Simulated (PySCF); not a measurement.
# MoF₄+: ligand-field states

Wanted: ligand-field states for MoF₄+.

Computed with PySCF 2.14.0 and routines of our own; the level stands in each step. Atoms count from 0.

### 1 The system as given

5 atoms, charge 1, states of the metal's open shell are computed; geometry from: model geometry, bond lengths from ionic radii.

### 2 Ligand-field states: state-averaged CASSCF

The job: settings as JSON, then the geometry in Å.

```
{"job": {"kind": "lf", "basis": {"metal": "x2c-TZVPall", "ligand": "x2c-SVPall"}, "nevpt": true}, "charge": 1, "metal": "Mo", "open_shell": "d1"}
Mo     0.000000     0.000000     0.000000
F      1.033457     1.033457     1.033457
F     -1.033457    -1.033457     1.033457
F     -1.033457     1.033457    -1.033457
F      1.033457    -1.033457    -1.033457
```

With the program's defaults for keys left out, this is: state-averaged CASSCF of the metal d shell, SC-NEVPT2 on the averaged canonical orbitals, state-interaction spin-orbit coupling.

The run is started by

```
OMP_NUM_THREADS=1 python lf_run.py task.json out
```

This one command runs all jobs of the session in turn.

Log:

```text
basis functions 119, electrons 77, active (1e, 5o)
stage 1: DIIS on the effective Fock matrix, level shift 0.30
cycle   1  E = -4443.0972142326  dE = -4.443e+03  max|g| = 7.178e-01
cycle   2  E = -4438.0586197571  dE =  5.039e+00  max|g| = 2.179e+00
cycle   3  E = -4441.3445331042  dE = -3.286e+00  max|g| = 1.054e+00
cycle   4  E = -4443.5664225382  dE = -2.222e+00  max|g| = 2.942e-01
cycle   5  E = -4443.6791052313  dE = -1.127e-01  max|g| = 1.285e-01
cycle   6  E = -4443.6909376451  dE = -1.183e-02  max|g| = 3.239e-02
cycle   7  E = -4443.6916891722  dE = -7.515e-04  max|g| = 2.523e-02
cycle   8  E = -4443.6923539141  dE = -6.647e-04  max|g| = 1.308e-02
cycle   9  E = -4443.6925366777  dE = -1.828e-04  max|g| = 3.047e-03
cycle  10  E = -4443.6925445825  dE = -7.905e-06  max|g| = 1.592e-03
cycle  11  E = -4443.6925460457  dE = -1.463e-06  max|g| = 8.031e-04
cycle  12  E = -4443.6925463163  dE = -2.706e-07  max|g| = 3.763e-04
cycle  13  E = -4443.6925463664  dE = -5.008e-08  max|g| = 1.684e-04
cycle  14  E = -4443.6925463770  dE = -1.062e-08  max|g| = 7.418e-05
cycle  15  E = -4443.6925463791  dE = -2.109e-09  max|g| = 3.185e-05
cycle  16  E = -4443.6925463795  dE = -3.838e-10  max|g| = 1.344e-05
cycle  17  E = -4443.6925463796  dE = -7.549e-11  max|g| = 5.602e-06
converged average energy = -4443.6925463796

 mult deg   label        CASSCF/cm-1   NEVPT2/cm-1
   2   2   2E                  0.0           0.0
   2   3   2T2             18296.9       17489.8

spin-orbit levels / cm-1
      0.00  x4  2E 1.00
  17430.18  x4  2T2 1.00
  17842.12  x2  2T2 1.00
```

Wall time 5.6 s (1 thread of Arm Neoverse V2, shared host); peak memory 0.31 GiB.

Warnings kept with the result: strongly covalent, metal-shell active space is small for this complex.

From this job:

```tsv
quantity	value
spin-orbit constant ζ	649 cm⁻¹
```

Powder susceptibility:

```tsv
T (K)	χT (cm³ K/mol)	μ(eff)
2	0.334	1.63
5	0.334	1.63
10	0.334	1.63
20	0.334	1.64
30	0.335	1.64
50	0.335	1.64
75	0.336	1.64
100	0.336	1.64
150	0.338	1.64
200	0.339	1.65
250	0.340	1.65
300	0.342	1.65
```

Orbitals, density, ELF and potential are computed afterwards from the orbital file.

The spin density lies nearest to Mo0 77 %.

### 3 Ligand-field states: state-averaged CASSCF (bond length × 0.92)

The job: settings as JSON, then the geometry in Å.

```
{"job": {"kind": "lf", "basis": {"metal": "x2c-TZVPall", "ligand": "x2c-SVPall"}, "nevpt": true, "reuse": true}, "charge": 1, "metal": "Mo", "open_shell": "d1"}
Mo     0.000000     0.000000     0.000000
F      0.950780     0.950780     0.950781
F     -0.950780    -0.950780     0.950781
F     -0.950780     0.950780    -0.950781
F      0.950780    -0.950780    -0.950781
```

Method: state-averaged CASSCF of the metal d shell, SC-NEVPT2 on the averaged canonical orbitals, state-interaction spin-orbit coupling.

Log:

```text
basis functions 119, electrons 77, active (1e, 5o)
start from the orbitals of the previous structure
stage 1: DIIS on the effective Fock matrix, level shift 0.30
cycle   1  E = -4440.6804479041  dE = -4.441e+03  max|g| = 4.873e+00
cycle   2  E = -4443.5024496812  dE = -2.822e+00  max|g| = 4.057e-01
cycle   3  E = -4443.5947073908  dE = -9.226e-02  max|g| = 1.833e-01
cycle   4  E = -4443.6249548586  dE = -3.025e-02  max|g| = 4.640e-02
cycle   5  E = -4443.6278064040  dE = -2.852e-03  max|g| = 2.291e-02
cycle   6  E = -4443.6282717779  dE = -4.654e-04  max|g| = 1.332e-02
cycle   7  E = -4443.6283776145  dE = -1.058e-04  max|g| = 6.607e-03
cycle   8  E = -4443.6283949599  dE = -1.735e-05  max|g| = 3.209e-03
cycle   9  E = -4443.6283983881  dE = -3.428e-06  max|g| = 1.496e-03
cycle  10  E = -4443.6283989617  dE = -5.736e-07  max|g| = 6.527e-04
cycle  11  E = -4443.6283990594  dE = -9.774e-08  max|g| = 2.809e-04
cycle  12  E = -4443.6283990756  dE = -1.623e-08  max|g| = 1.207e-04
cycle  13  E = -4443.6283990784  dE = -2.804e-09  max|g| = 5.021e-05
cycle  14  E = -4443.6283990789  dE = -4.738e-10  max|g| = 2.071e-05
cycle  15  E = -4443.6283990790  dE = -8.004e-11  max|g| = 8.545e-06
converged average energy = -4443.6283990790

 mult deg   label        CASSCF/cm-1   NEVPT2/cm-1
   2   2   2E                  0.0           0.0
   2   3   2T2             23745.3       22046.9

spin-orbit levels / cm-1
      0.00  x2  2E 1.00
      0.03  x2  2E 1.00
  22086.10  x2  2T2 1.00
  22112.76  x2  2T2 1.00
  22112.81  x2  2T2 1.00
```

It took 3.7 s on 1 thread of Arm Neoverse V2, shared host; peak memory 0.31 GiB.

Warnings kept with the result: strongly covalent, metal-shell active space is small for this complex.

From this job:

```tsv
quantity	value
spin-orbit constant ζ	569 cm⁻¹
```

Powder susceptibility:

```tsv
T (K)	χT (cm³ K/mol)	μ(eff)
2	0.347	1.67
20	0.347	1.67
100	0.349	1.67
300	0.352	1.68
```

### 4 Ligand-field states: state-averaged CASSCF (bond length × 0.96)

The job: settings as JSON, then the geometry in Å.

```
{"job": {"kind": "lf", "basis": {"metal": "x2c-TZVPall", "ligand": "x2c-SVPall"}, "nevpt": true, "reuse": true}, "charge": 1, "metal": "Mo", "open_shell": "d1"}
Mo     0.000000     0.000000     0.000000
F      0.992119     0.992119     0.992119
F     -0.992119    -0.992119     0.992119
F     -0.992119     0.992119    -0.992119
F      0.992119    -0.992119    -0.992119
```

Level: state-averaged CASSCF of the metal d shell, SC-NEVPT2 on the averaged canonical orbitals, state-interaction spin-orbit coupling.

Log:

```text
basis functions 119, electrons 77, active (1e, 5o)
start from the orbitals of the previous structure
stage 1: DIIS on the effective Fock matrix, level shift 0.30
cycle   1  E = -4442.7808848203  dE = -4.443e+03  max|g| = 2.151e+00
cycle   2  E = -4443.6550026341  dE = -8.741e-01  max|g| = 2.717e-01
cycle   3  E = -4443.6812277714  dE = -2.623e-02  max|g| = 4.625e-02
cycle   4  E = -4443.6828581843  dE = -1.630e-03  max|g| = 5.366e-02
cycle   5  E = -4443.6850201090  dE = -2.162e-03  max|g| = 1.306e-02
cycle   6  E = -4443.6852315316  dE = -2.114e-04  max|g| = 6.638e-03
cycle   7  E = -4443.6852544267  dE = -2.290e-05  max|g| = 3.576e-03
cycle   8  E = -4443.6852592951  dE = -4.868e-06  max|g| = 1.826e-03
cycle   9  E = -4443.6852606586  dE = -1.363e-06  max|g| = 8.493e-04
cycle  10  E = -4443.6852608785  dE = -2.199e-07  max|g| = 3.812e-04
cycle  11  E = -4443.6852609164  dE = -3.795e-08  max|g| = 1.637e-04
cycle  12  E = -4443.6852609225  dE = -6.050e-09  max|g| = 6.993e-05
cycle  13  E = -4443.6852609235  dE = -1.014e-09  max|g| = 2.960e-05
cycle  14  E = -4443.6852609237  dE = -1.783e-10  max|g| = 1.252e-05
cycle  15  E = -4443.6852609237  dE = -3.365e-11  max|g| = 5.216e-06
converged average energy = -4443.6852609237

 mult deg   label        CASSCF/cm-1   NEVPT2/cm-1
   2   2   2E                  0.0           0.0
   2   3   2T2             20792.0       19586.5

spin-orbit levels / cm-1
      0.00  x4  2E 1.00
  19576.77  x4  2T2 1.00
  19808.12  x2  2T2 1.00
```

It took 3.7 s on 1 thread of Arm Neoverse V2, shared host; peak memory 0.31 GiB.

Warnings kept with the result: strongly covalent, metal-shell active space is small for this complex.

From this job:

```tsv
quantity	value
spin-orbit constant ζ	617 cm⁻¹
```

Powder susceptibility:

```tsv
T (K)	χT (cm³ K/mol)	μ(eff)
2	0.341	1.65
20	0.341	1.65
100	0.343	1.66
300	0.347	1.67
```

### 5 Ligand-field states: state-averaged CASSCF (bond length × 1.04)

The job: settings as JSON, then the geometry in Å.

```
{"job": {"kind": "lf", "basis": {"metal": "x2c-TZVPall", "ligand": "x2c-SVPall"}, "nevpt": true, "reuse": true}, "charge": 1, "metal": "Mo", "open_shell": "d1"}
Mo     0.000000     0.000000     0.000000
F      1.074795     1.074795     1.074796
F     -1.074795    -1.074795     1.074796
F     -1.074795     1.074795    -1.074796
F      1.074795    -1.074795    -1.074796
```

Method: state-averaged CASSCF of the metal d shell, SC-NEVPT2 on the averaged canonical orbitals, state-interaction spin-orbit coupling.

Log:

```text
basis functions 119, electrons 77, active (1e, 5o)
start from the orbitals of the previous structure
stage 1: DIIS on the effective Fock matrix, level shift 0.30
cycle   1  E = -4441.6717566272  dE = -4.442e+03  max|g| = 3.594e+00
cycle   2  E = -4443.5830321481  dE = -1.911e+00  max|g| = 4.397e-01
cycle   3  E = -4443.6534767887  dE = -7.044e-02  max|g| = 8.346e-02
cycle   4  E = -4443.6554951191  dE = -2.018e-03  max|g| = 1.112e-01
cycle   5  E = -4443.6641435735  dE = -8.648e-03  max|g| = 3.863e-02
cycle   6  E = -4443.6655051284  dE = -1.362e-03  max|g| = 1.393e-02
cycle   7  E = -4443.6656141434  dE = -1.090e-04  max|g| = 7.809e-03
cycle   8  E = -4443.6656398154  dE = -2.567e-05  max|g| = 4.418e-03
cycle   9  E = -4443.6656469289  dE = -7.113e-06  max|g| = 2.182e-03
cycle  10  E = -4443.6656487832  dE = -1.854e-06  max|g| = 1.006e-03
cycle  11  E = -4443.6656491265  dE = -3.432e-07  max|g| = 4.403e-04
cycle  12  E = -4443.6656491817  dE = -5.524e-08  max|g| = 1.909e-04
cycle  13  E = -4443.6656491933  dE = -1.161e-08  max|g| = 8.314e-05
cycle  14  E = -4443.6656491960  dE = -2.631e-09  max|g| = 3.595e-05
cycle  15  E = -4443.6656491965  dE = -5.648e-10  max|g| = 1.503e-05
cycle  16  E = -4443.6656491966  dE = -1.210e-10  max|g| = 6.639e-06
converged average energy = -4443.6656491966

 mult deg   label        CASSCF/cm-1   NEVPT2/cm-1
   2   2   2E                  0.0           0.0
   2   3   2T2             16248.4       15811.6

spin-orbit levels / cm-1
      0.00  x2  2E 1.00
      0.02  x2  2E 1.00
  15720.55  x2  2T2 1.00
  15720.58  x2  2T2 1.00
  16255.56  x2  2T2 1.00
```

Wall time 3.8 s (1 thread of Arm Neoverse V2, shared host); peak memory 0.31 GiB.

Warnings kept with the result: strongly covalent, metal-shell active space is small for this complex.

From this job:

```tsv
quantity	value
spin-orbit constant ζ	670 cm⁻¹
```

Powder susceptibility:

```tsv
T (K)	χT (cm³ K/mol)	μ(eff)
2	0.327	1.62
20	0.328	1.62
100	0.331	1.63
300	0.337	1.64
```

### 6 Ligand-field states: state-averaged CASSCF (bond length × 1.08)

The job: settings as JSON, then the geometry in Å.

```
{"job": {"kind": "lf", "basis": {"metal": "x2c-TZVPall", "ligand": "x2c-SVPall"}, "nevpt": true, "reuse": true}, "charge": 1, "metal": "Mo", "open_shell": "d1"}
Mo     0.000000     0.000000     0.000000
F      1.116133     1.116133     1.116134
F     -1.116133    -1.116133     1.116134
F     -1.116133     1.116133    -1.116134
F      1.116133    -1.116133    -1.116134
```

Level: state-averaged CASSCF of the metal d shell, SC-NEVPT2 on the averaged canonical orbitals, state-interaction spin-orbit coupling.

Log:

```text
basis functions 119, electrons 77, active (1e, 5o)
start from the orbitals of the previous structure
stage 1: DIIS on the effective Fock matrix, level shift 0.30
cycle   1  E = -4443.2978366523  dE = -4.443e+03  max|g| = 1.320e+00
cycle   2  E = -4443.6001411615  dE = -3.023e-01  max|g| = 1.813e-01
cycle   3  E = -4443.6129688332  dE = -1.283e-02  max|g| = 4.024e-02
cycle   4  E = -4443.6131600487  dE = -1.912e-04  max|g| = 6.014e-02
cycle   5  E = -4443.6153865810  dE = -2.227e-03  max|g| = 2.585e-02
cycle   6  E = -4443.6159080132  dE = -5.214e-04  max|g| = 7.463e-03
cycle   7  E = -4443.6159450389  dE = -3.703e-05  max|g| = 4.173e-03
cycle   8  E = -4443.6159540272  dE = -8.988e-06  max|g| = 2.554e-03
cycle   9  E = -4443.6159568696  dE = -2.842e-06  max|g| = 1.342e-03
cycle  10  E = -4443.6159577804  dE = -9.108e-07  max|g| = 6.524e-04
cycle  11  E = -4443.6159580099  dE = -2.295e-07  max|g| = 2.865e-04
cycle  12  E = -4443.6159580524  dE = -4.241e-08  max|g| = 1.259e-04
cycle  13  E = -4443.6159580643  dE = -1.190e-08  max|g| = 5.485e-05
cycle  14  E = -4443.6159580671  dE = -2.844e-09  max|g| = 2.449e-05
cycle  15  E = -4443.6159580680  dE = -9.013e-10  max|g| = 1.366e-05
cycle  16  E = -4443.6159580682  dE = -2.365e-10  max|g| = 8.319e-06
converged average energy = -4443.6159580682

 mult deg   label        CASSCF/cm-1   NEVPT2/cm-1
   2   2   2E                  0.0           0.0
   2   3   2T2             14607.1       14559.3

spin-orbit levels / cm-1
      0.00  x2  2E 1.00
      0.02  x2  2E 1.00
  14449.50  x2  2T2 1.00
  14449.53  x2  2T2 1.00
  15065.23  x2  2T2 1.00
```

Run time: 3.8 s. Hardware: 1 thread of Arm Neoverse V2, shared host; peak memory 0.31 GiB.

Warnings kept with the result: strongly covalent, metal-shell active space is small for this complex.

In short:

```tsv
quantity	value
spin-orbit constant ζ	683 cm⁻¹
```

Powder susceptibility:

```tsv
T (K)	χT (cm³ K/mol)	μ(eff)
2	0.322	1.60
20	0.323	1.61
100	0.325	1.61
300	0.333	1.63
```

### 7 The runs side by side

From the NEVPT2 states (cm⁻¹; the spread is that of the fitted one-electron ligand-field levels):

```tsv
step	setting	ground state	next state	orbital spread	ζ	μ(eff), 300 K
2	as given	2E	2T2 at 17490	17490	649	1.65
3	bond length × 0.92	2E	2T2 at 22047	22047	569	1.68
4	bond length × 0.96	2E	2T2 at 19586	19586	617	1.67
5	bond length × 1.04	2E	2T2 at 15812	15812	670	1.64
6	bond length × 1.08	2E	2T2 at 14559	14559	683	1.63
```

### 8 Summary of results

| quantity | value |
| --- | --- |
| spin-orbit constant ζ (step 2, state-averaged CASSCF) | 649 cm⁻¹ |
| ground multiplicity, μ(eff) at 300 K (step 2, 4 donors at 1.79 Å) | 2, 1.65 μB |
| ground multiplicity, μ(eff) at 300 K (step 3, 4 donors at 1.65 Å) | 2, 1.68 μB |
| ground multiplicity, μ(eff) at 300 K (step 4, 4 donors at 1.72 Å) | 2, 1.67 μB |
| ground multiplicity, μ(eff) at 300 K (step 5, 4 donors at 1.86 Å) | 2, 1.64 μB |
| ground multiplicity, μ(eff) at 300 K (step 6, 4 donors at 1.93 Å) | 2, 1.63 μB |

What this shows: In step 2, χT goes from 0.33 at 2 K to 0.34 cm³ K/mol at 300 K: nearly flat, so one level governs the whole range. In step 3 ζ is 58 % of the free ion's 986 cm⁻¹: an effective value, diluted by mixing with the ligands. The spread of the ligand-field levels runs from 14559 cm⁻¹ (bond length × 1.08) to 22047 cm⁻¹ (bond length × 0.92); μ(eff) at 300 K: 1.63 to 1.68 μB. The bonding is strongly covalent, and an active space of the metal's shell alone is small for it, so these values are rough.
